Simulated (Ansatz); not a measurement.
# Sn3As: a trial structure relaxed

The task: take a trial cell of Sn3As to zero force and stress.

Program: Ansatz 0.2.0. Level of theory: DFT PBE, scalar-relativistic, plane waves, PAW. These are calculated values, not measurements.

### Step 1. The structure to begin with

Symmetry: P6/mmm, No. 191, hexagonal system. Conventional cell: a = 5.127 Å, b = 5.127 Å, c = 5.786 Å, α = 90.00°, β = 90.00°, γ = 120.00°. Around Sn (site symmetry -6m2) lie 3 Sn at 2.96 Å and 3 As at 2.96 Å. Sn (site symmetry 6/mmm) is surrounded by 2 As at 2.89 Å. As (site symmetry 6/mmm) is surrounded by 8 Sn at 2.89 to 2.96 Å.

Coordinates:

```cif
data_structure
_symmetry_space_group_name_H-M 'P6/mmm'
_symmetry_Int_Tables_number 191
_cell_length_a 5.1275
_cell_length_b 5.1275
_cell_length_c 5.7856
_cell_angle_alpha 90.000
_cell_angle_beta 90.000
_cell_angle_gamma 120.000
_cell_volume 131.73
loop_
_atom_site_label
_atom_site_type_symbol
_atom_site_symmetry_multiplicity
_atom_site_Wyckoff_symbol
_atom_site_fract_x
_atom_site_fract_y
_atom_site_fract_z
_atom_site_occupancy
Sn1 Sn 2 c 0.33333 0.66667 0.00000 1
Sn2 Sn 1 b 0.00000 0.00000 0.50000 1
As1 As 1 a 0.00000 0.00000 0.00000 1
```

The cell is invented: random cell by space group and Wyckoff sites (P6/mmm, No. 191). The dimensions are guesses.

### Step 2. Probe: one point on a coarse mesh

Contents of input.yaml:

```yaml
crystal:
  lattice:
    - [5.12748439, 0.0, 0.0]
    - [-2.5637422, 4.44053174, 0.0]
    - [0.0, 0.0, 5.78564712]
  atoms:
    - { symbol: Sn, position: [0.33333333, 0.66666667, 0.0] }
    - { symbol: Sn, position: [0.66666667, 0.33333333, 0.0] }
    - { symbol: Sn, position: [0.0, 0.0, 0.5] }
    - { symbol: As, position: [0.0, 0.0, 0.0] }
basis:
  ecutwfc: 420
kpoints:
  mp_grid: { grid: [6, 6, 4] }
hamiltonian:
  xc: pbe
scf:
  occupations: { method: gaussian, width: 0.1 }
  lower_state_search: "off"
output:
  forces: true
  stress: true
  eigenvalues: true
```

Started as:

```
ansatz run input.yaml --threads 1 --pin off --max-ram 2560MiB --backend cpu --events-out ev --progress --plain --runs-dir out
```

Further runs follow: coarse relaxation; relaxation on the finer mesh.

What does the calculation give? Wanted: conventional cell; volume; energy over the elements, grey Sn; gap on the mesh.

The runs gave:

```
                              quantity                                                                       value
symmetry at the end (tolerance 0.05 Å)                                                space group P6/mmm (No. 191)
                     conventional cell  a = 5.426 Å, b = 5.426 Å, c = 5.348 Å, α = 90.00°, β = 90.00°, γ = 120.00°
                                volume                                                               34.09 Å³/atom
     energy over the elements, grey Sn                                                               +0.49 eV/atom
                       gap on the mesh                                                                none (metal)
```

In words: The space group P6/mmm (No. 191) is kept, and the volume per atom grows by 3.5 % from the first guess. The formation energy is positive, so the separate elements lie lower. No finished test with a distortion of lower symmetry is shown, so the end may be a saddle point.
